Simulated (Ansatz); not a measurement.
# CH5Ga: the cost of one run

All numbers below are computed with Ansatz 0.2.0 (RKS revPBE/def2-mTZVP).

**1. The system as given**

Bond lengths: Ga1–H2 1.770 Å, Ga1–C3 2.180 Å, C3–H4 1.110 Å, C3–H5 1.110 Å, C3–H6 1.110 Å, Ga1–H7 1.570 Å. Angles: H2–Ga1–C3 43.9°, H2–Ga1–H7 155.6°, C3–Ga1–H7 160.4°, Ga1–C3–H4 105.3°, Ga1–C3–H5 73.7°, Ga1–C3–H6 141.1°, H4–C3–H5 109.4°, H4–C3–H6 109.4°, H5–C3–H6 109.4°.

Coordinates:

```xyz
7

Ga    0.0000    0.0000    0.0000
H     1.0314    0.0000    1.4384
C     2.1439    0.0000    0.3949
H     2.4735   -1.0462    0.2247
H     2.0074    0.5080   -0.5825
H     2.9135    0.5381    0.9867
H    -1.3596    0.0000   -0.7850
```

**2. Pulling towards end A**

Springs on the bonds that form and break draw the guess towards this end; the thresholds are loose.

input.yaml

```yaml
crystal:
  periodic: [false, false, false]
  atoms:
    - { symbol: Ga, position_ang: [0.0, 0.0, 0.0] }
    - { symbol: H, position_ang: [1.0314, 0.0, 1.4384] }
    - { symbol: C, position_ang: [2.1439, 0.0, 0.3949] }
    - { symbol: H, position_ang: [2.4735, -1.0462, 0.2247] }
    - { symbol: H, position_ang: [2.0074, 0.508, -0.5825] }
    - { symbol: H, position_ang: [2.9135, 0.5381, 0.9867] }
    - { symbol: H, position_ang: [-1.3596, 0.0, -0.785] }
basis:
  gaussian: { orbitals: def2-mTZVP }
hamiltonian:
  xc: revpbe
relax:
  f_tol: 0.15
  max_steps: 25
  restrain:
    - { distance: [1, 2], at: 2.31, k: 30.0 }
    - { distance: [0, 1], at: 1.57, k: 30.0 }
    - { distance: [0, 2], at: 1.98, k: 30.0 }
```

Launch:

```sh
ansatz run input.yaml --threads 1 --pin off --max-ram 2048MiB --backend cpu --events-out ev --progress --plain --runs-dir out
```

Q: Estimate wall time and peak memory on 1 thread of Intel Xeon Platinum 8175M at 2.50GHz (Skylake/Cascade Lake), shared host.

About 26 s, with a peak of 0.13 GiB.
